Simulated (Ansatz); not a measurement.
Task: a single point from an input written key by key of C2H7NSSi, SMILES CC(=S)[SiH2]N, with Ansatz's Python interface. Give the script and its output. Settings: MP2, cc-pVDZ basis, multiplicity 1.

```yaml
atoms:
  - { symbol: C, position_ang: [1.7866, 0.8258, 0.1229] }
  - { symbol: C, position_ang: [0.8937, -0.3761, 0.0006] }
  - { symbol: S, position_ang: [1.4703, -1.8783, -0.4587] }
  - { symbol: Si, position_ang: [-0.9220, -0.2167, 0.4357] }
  - { symbol: N, position_ang: [-1.9359, -0.1943, -0.9339] }
  - { symbol: H, position_ang: [1.2771, 1.7210, -0.2472] }
  - { symbol: H, position_ang: [2.0452, 0.9803, 1.1757] }
  - { symbol: H, position_ang: [2.7119, 0.7018, -0.4484] }
  - { symbol: H, position_ang: [-1.4228, -1.3369, 1.2629] }
  - { symbol: H, position_ang: [-1.1992, 1.0401, 1.1657] }
  - { symbol: H, position_ang: [-1.8006, -1.0614, -1.4506] }
  - { symbol: H, position_ang: [-2.9046, -0.2054, -0.6248] }
```

The script, `c2h7nssi.py`:
```python
import ansatz as az

deck = {
    "crystal": {
        "periodic": [False, False, False],
        "atoms": [
            {"symbol": "C", "position_ang": [1.7866, 0.8258, 0.1229]},
            {"symbol": "C", "position_ang": [0.8937, -0.3761, 0.0006]},
            {"symbol": "S", "position_ang": [1.4703, -1.8783, -0.4587]},
            {"symbol": "Si", "position_ang": [-0.922, -0.2167, 0.4357]},
            {"symbol": "N", "position_ang": [-1.9359, -0.1943, -0.9339]},
            {"symbol": "H", "position_ang": [1.2771, 1.721, -0.2472]},
            {"symbol": "H", "position_ang": [2.0452, 0.9803, 1.1757]},
            {"symbol": "H", "position_ang": [2.7119, 0.7018, -0.4484]},
            {"symbol": "H", "position_ang": [-1.4228, -1.3369, 1.2629]},
            {"symbol": "H", "position_ang": [-1.1992, 1.0401, 1.1657]},
            {"symbol": "H", "position_ang": [-1.8006, -1.0614, -1.4506]},
            {"symbol": "H", "position_ang": [-2.9046, -0.2054, -0.6248]},
        ],
    },
    "basis": {"gaussian": {"orbitals": "cc-pVDZ"}},
    "correlation": {"method": "mp2"},
}
session = az.Session.from_dict(deck)
rep = session.plan(threads=1).execute().report

print("reference energy %16.6f eV" % rep["reference_energy_ev"])
print("total energy     %16.6f eV" % rep["free_energy_ev"])
print("occupied orbitals outside the frozen core (up, down):", rep["n_occupied"], " frozen:", rep["n_frozen"], " virtual:", rep["n_virtual"])
symbols = ["C", "C", "S", "Si", "N", "H", "H", "H", "H", "H", "H", "H"]
parts = rep["correlation"]
for name in ("random_phase", "coupled_cluster", "perturbative"):
    if name in parts:
        print(f"{name:16s} {parts[name]['energy']['hartree']:12.7f} Ha")
if "second_order" in parts:
    pair = parts["second_order"]
    print(f"MP2 same spin {pair['same_spin']['hartree']:.7f} Ha, opposite spin {pair['opposite_spin']['hartree']:.7f} Ha")
field = rep["mean_field"]
print("<S^2> =", round(abs(field["state"]["spin_squared"]), 4), " all-electron relativity setting:", field["relativity"])
print("passes:", field["passes"])
if "symmetry" in field:
    print("occupied orbitals by irrep:", field["symmetry"]["occupied"])
```

`python c2h7nssi.py` gives:
```text
reference energy    -22332.950193 eV
total energy        -22351.448790 eV
occupied orbitals outside the frozen core (up, down): [15, 15]  frozen: 13  virtual: [85, 85]
MP2 same spin -0.1625187 Ha, opposite spin -0.5172923 Ha
<S^2> = 0.0  all-electron relativity setting: none
passes: {'evaluations': 11, 'products': 38}
occupied orbitals by irrep: [{'A': 28}, {'A': 28}]
```

Reading the output:
- Total energies depend on the basis set; only differences at equal settings carry meaning.
- The geometry is a force-field or estimated start, not a minimum of this method, and the basis set is short of its limit.
- Timing: 2.3 s on 1 thread of Arm Neoverse V2 (shared host), peak memory 0.28 GiB.

(Lines on the test bed's own set-up are left out of the output.)
